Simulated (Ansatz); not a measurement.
# FGeH3O: ionisation energy by level of theory

Aim: the vertical ionisation energy of FGeH3O, as cation minus neutral at the neutral's geometry, on several levels, and how well −ε(HOMO) stands in for it.

Computed with Ansatz 0.2.0, Gaussian basis. Level: unrestricted cation, the program's frozen cores in correlated methods.

Levels to be run: UKS PBE-D4/def2-TZVPP; UKS r2SCAN-D4/def2-TZVPP; UKS PBE0-D4/def2-TZVPP; UKS B3LYP-D4/def2-TZVPP; UKS wB97X-V/def2-TZVPP; UKS wB97M-V/def2-TZVPP; UKS B2PLYP/def2-TZVPP; UHF-CCSD(T)/def2-TZVPP; UHF-CCSD(T)/def2-QZVPP; extrapolation to the limit; then −ε(HOMO) from the neutral's earlier runs with LDA (SPW92), PBE-D4, revPBE-D4, BLYP-D4, r2SCAN-D4, B97M-V, PBE0-D4, B3LYP-D4, r2SCANh-D4, r2SCAN0-D4, HSE06-D4, BHLYP-D4, CAM-B3LYP-D4, LC-ωPBE, ωB97X-V, ωB97M-V.

**1. Structure used throughout**

All runs share one geometry, relaxed beforehand with PBE0-D4 in a triple-zeta def2 set.

SMILES `[OH][GeH2][F]`, 6 atoms, charge 0, spin multiplicity 1.

Atoms are counted from 1 here; the program's logs count them from 0.

Bond lengths: O1–Ge2 1.760 Å, O1–H4 0.960 Å, Ge2–F3 1.738 Å, Ge2–H5 1.534 Å, Ge2–H6 1.526 Å. Angles: Ge2–O1–H4 113.6°, O1–Ge2–F3 107.6°, O1–Ge2–H5 112.1°, O1–Ge2–H6 106.3°, F3–Ge2–H5 105.1°, F3–Ge2–H6 107.8°, H5–Ge2–H6 117.4°.

**2. Cation, UKS PBE-D4/def2-TZVPP**

File in.yaml:

```yaml
crystal:
  periodic: [false, false, false]
  atoms:
    - {symbol: O, position_ang: [-1.334855, -0.126436, -0.294593]}
    - {symbol: Ge, position_ang: [0.317954, 0.186998, 0.224237]}
    - {symbol: F, position_ang: [1.090673, -1.349608, 0.477170]}
    - {symbol: H, position_ang: [-1.394420, -0.538407, -1.159686]}
    - {symbol: H, position_ang: [1.145410, 0.875428, -0.869288]}
    - {symbol: H, position_ang: [0.217337, 0.887927, 1.575961]}
basis:
  gaussian: {orbitals: def2-TZVPP}
total_charge: 1
magnetization: {spin_polarized: true, initial_magnetization: 1}
hamiltonian: {xc: pbe, dispersion: d4}
```

Started as:

```bash
$ ansatz run in.yaml --threads 2 --pin off --events-out ev --progress --plain --max-ram 22528MiB --backend cpu
```

The runs that follow: Cation, UKS r2SCAN-D4/def2-TZVPP; Cation, UKS PBE0-D4/def2-TZVPP; Cation, UKS B3LYP-D4/def2-TZVPP; Cation, UKS wB97X-V/def2-TZVPP; Cation, UKS wB97M-V/def2-TZVPP; Cation, UKS B2PLYP (frozen core)/def2-TZVPP; Cation, UHF-CCSD(T)/def2-TZVPP; Cation, UHF-CCSD(T)/def2-QZVPP.

Before running them: what should the planned runs give, taken together? Wanted: ionisation energy, CCSD(T)/CBS; nearest functional by difference; nearest −ε(HOMO); −ε(HOMO) of PBE; T1 of the cation.

The runs gave:

```
                        quantity               value
  ionisation energy, CCSD(T)/CBS            12.31 eV
nearest functional by difference   B2PLYP (-0.22 eV)
                nearest −ε(HOMO)  LC-ωPBE (-0.20 eV)
                 −ε(HOMO) of PBE             7.62 eV
                T1 of the cation               0.042
```

Energy differences with functionals land within 1.06 eV of the reference. The PBE orbital energy is 4.7 eV too small: a semilocal HOMO is no ionisation energy. Among orbital estimates LC-ωPBE comes nearest. Hartree-Fock falls 1.58 eV short, as the neutral has more correlation energy than the cation. The cation's T1 (from the report) is 0.042, near the customary mark of 0.045 for open shells, so the coupled-cluster value is less safe. The cation may have settled in a state other than its lowest; no search over hole states beyond the program's own was made. Correlated methods include outer-core shells of Ge, which these sets cover unevenly. With outer-core shells in play the reference is unsure by up to some tenths of an eV, so close misses can't be ranked.
